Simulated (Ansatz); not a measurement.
# ClFH₅NO₂Si₂: relaxing the structure

Aim: relax ClFH₅NO₂Si₂ from a cheap starting geometry.

Method: RKS PBE0-D4/def2-TZVP; program: Ansatz 0.2.0, Gaussian basis.

Plan: relaxation at PBE0-D4/def2-TZVP.

1 further run of the same task is left out (set aside as unsound or not needed).

**1. Where the work starts**

SMILES `O[Si](O)(F)N[SiH2]Cl`, 12 atoms, charge 0, spin multiplicity 1.

Atoms are counted from 1 here; the program's logs count them from 0.

Bond lengths: O1–Si2 1.606 Å, O1–H8 0.953 Å, Si2–O3 1.609 Å, Si2–F4 1.614 Å, Si2–N5 1.724 Å, O3–H9 0.956 Å, N5–Si6 1.721 Å, N5–H10 1.005 Å, Si6–Cl7 2.011 Å, Si6–H11 1.458 Å, Si6–H12 1.460 Å. Angles: Si2–O1–H8 119.0°, O1–Si2–O3 111.3°, O1–Si2–F4 109.3°, O1–Si2–N5 106.3°, O3–Si2–F4 107.2°, O3–Si2–N5 114.3°, F4–Si2–N5 108.3°, Si2–O3–H9 120.0°, Si2–N5–Si6 127.2°, Si2–N5–H10 114.4°, Si6–N5–H10 116.4°, N5–Si6–Cl7 106.6°, N5–Si6–H11 106.5°, N5–Si6–H12 114.0°, Cl7–Si6–H11 109.3°, Cl7–Si6–H12 106.2°, H11–Si6–H12 113.9°.

Geometry (Å):

```
atom     x (Å)     y (Å)     z (Å)
  O1  -0.69423   2.37835  -0.45815
 Si2   0.22298   1.06509  -0.34028
  O3   1.41024   1.27406   0.72539
  F4   0.91208   0.76458  -1.76907
  N5  -0.84224  -0.23856   0.03080
 Si6  -0.43541  -1.90340   0.18337
 Cl7   1.28487  -1.98093   1.22151
  H8  -0.28132   3.23588  -0.41145
  H9   1.91407   0.52196   1.03390
 H10  -1.81658  -0.02591  -0.09298
 H11  -1.49978  -2.52034   0.96604
 H12  -0.17467  -2.57080  -1.08908
```

The start is a GFN2-xTB geometry.

**2. Optimising with PBE0-D4/def2-TZVP**

Input file in.yaml:

```yaml
crystal:
  periodic: [false, false, false]
  atoms:
    - {symbol: O, position_ang: [-0.694230, 2.378350, -0.458150]}
    - {symbol: Si, position_ang: [0.222980, 1.065090, -0.340280]}
    - {symbol: O, position_ang: [1.410240, 1.274060, 0.725390]}
    - {symbol: F, position_ang: [0.912080, 0.764580, -1.769070]}
    - {symbol: N, position_ang: [-0.842240, -0.238560, 0.030800]}
    - {symbol: Si, position_ang: [-0.435410, -1.903400, 0.183370]}
    - {symbol: Cl, position_ang: [1.284870, -1.980930, 1.221510]}
    - {symbol: H, position_ang: [-0.281320, 3.235880, -0.411450]}
    - {symbol: H, position_ang: [1.914070, 0.521960, 1.033900]}
    - {symbol: H, position_ang: [-1.816580, -0.025910, -0.092980]}
    - {symbol: H, position_ang: [-1.499780, -2.520340, 0.966040]}
    - {symbol: H, position_ang: [-0.174670, -2.570800, -1.089080]}
basis:
  gaussian: {orbitals: def2-TZVP}
hamiltonian: {xc: pbe0, dispersion: d4}
relax: {f_tol: 0.005, max_steps: 150}
```

Launch:

```console
ansatz run in.yaml --threads 2 --pin off --events-out ev --progress --plain --max-ram 32768MiB --backend cuda --devices 0, --max-vram 18GiB
```

Q: Predict the results of all the runs planned. Wanted: point group; shift from the start; total energy; dispersion term; dipole moment.

The runs gave:

| quantity | value |
| --- | --- |
| point group | C1 |
| steps | 24 |
| shift from the start (rms) | 0.511 Å |
| total energy | -36653.9866 eV |
| dispersion term | -308 meV |
| dipole moment | 1.82 D |

The atoms moved 0.51 Å (rms) from the start; the bond that changed most is Si6–Cl7, from 2.011 to 2.068 Å. No vibrations were run, so it is not proven to be a minimum. The largest Mulliken charge, +0.77 e, sits on Si2.
